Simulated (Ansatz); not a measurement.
Set up this calculation in Ansatz 0.2.0, as the native input.

```yaml
Task: band structure
Functional: PBEsol
Potentials_or_basis: Ansatz PAW
Cutoff: "420 eV (not typed: the program's choice for these potentials)"
k_mesh: 9 × 9 × 9
Occupations: fermi-dirac, width 0.05 eV
Spin: no spin polarisation
Path: "[[\"G\", \"L\", \"B1\"], [\"B\", \"Z\", \"G\", \"X\"], [\"Q\", \"F\", \"P1\", \"Z\"], [\"L\", \"P\"]]"
Points_for_each_segment_of_the_path: 14
```

GeCN2:

```
Ge N C
1.0
     1.79379    1.03565    4.92196
    -1.79379    1.03565    4.92196
     0.00000   -2.07129    4.92196
Ge N C
1 2 1
Cartesian
  0.0000 0.0000 0.0000
  0.0000 0.0000 8.6219
  0.0000 0.0000 6.1440
  0.0000 0.0000 7.3829
```

The cell comes from a database or a generator and needn't be the stable form of this composition.

One way to write it, as run:

input.yaml

```yaml
crystal:
  lattice:
    - [1.7937903697, 1.0356453528, 4.9219572124]
    - [-1.7937903697, 1.0356453528, 4.9219572124]
    - [0.0, -2.0712907056, 4.9219572124]
  atoms:
    - { symbol: Ge, position: [0.0, 0.0, 0.0] }
    - { symbol: "N", position: [0.5839044, 0.5839044, 0.5839044] }
    - { symbol: "N", position: [0.4160956, 0.4160956, 0.4160956] }
    - { symbol: C, position: [0.5, 0.5, 0.5] }
hamiltonian:
  xc: pbesol
  pseudopotentials: { kind: paw }
kpoints:
  mp_grid: { grid: [9, 9, 9] }
  band_path:
    path:
      - [[0.0, 0.0, 0.0], [0.5, 0.0, 0.0], [0.5, 0.1961825099, -0.1961825099]]
      - [[0.8038174901, 0.5, 0.1961825099], [0.5, 0.5, 0.5], [0.0, 0.0, 0.0], [0.3480912549, 0.0, -0.3480912549]]
      - [[0.6519087451, 0.3480912549, 0.0], [0.5, 0.5, 0.0], [0.6519087451, 0.6519087451, 0.1961825099], [0.5, 0.5, 0.5]]
      - [[0.5, 0.0, 0.0], [0.8038174901, 0.3480912549, 0.3480912549]]
    npoints: 14
scf:
  occupations: { method: fermi_dirac, width: 0.05 }
  n_extra_bands: 10
output:
  forces: true
  stress: true
  eigenvalues: true
  fatbands: false
```

Potentials or basis: Ansatz PAW.

Launch:

```console
$ ansatz run input.yaml --threads 2 --pin off --max-ram 5632MiB --backend cpu --events-out ev --progress --plain --runs-dir out
```

It gave:

- Pressure: -3.3 GPa
- Largest force: 0.066 eV/Å
- Band gap on the k mesh: 1.00 eV, indirect (least direct gap 1.84 eV)
- Band gap along the path: 0.95 eV, indirect (least direct gap 1.82 eV)

Caveat: the k mesh misses the band edges, so the gap on the mesh is wider than the one along the path; the pressure holds a Pulay correction of +0.5 GPa for the finite cutoff; the PAW data sets come from PBE, with cores solved anew for the run's functional, which leaves a small shift of forces and pressure.

Wall time 7.2 s on 2 threads of Intel(R) Xeon(R) Processor @ 2.70GHz, on a shared host, peak memory 0.41 GiB.
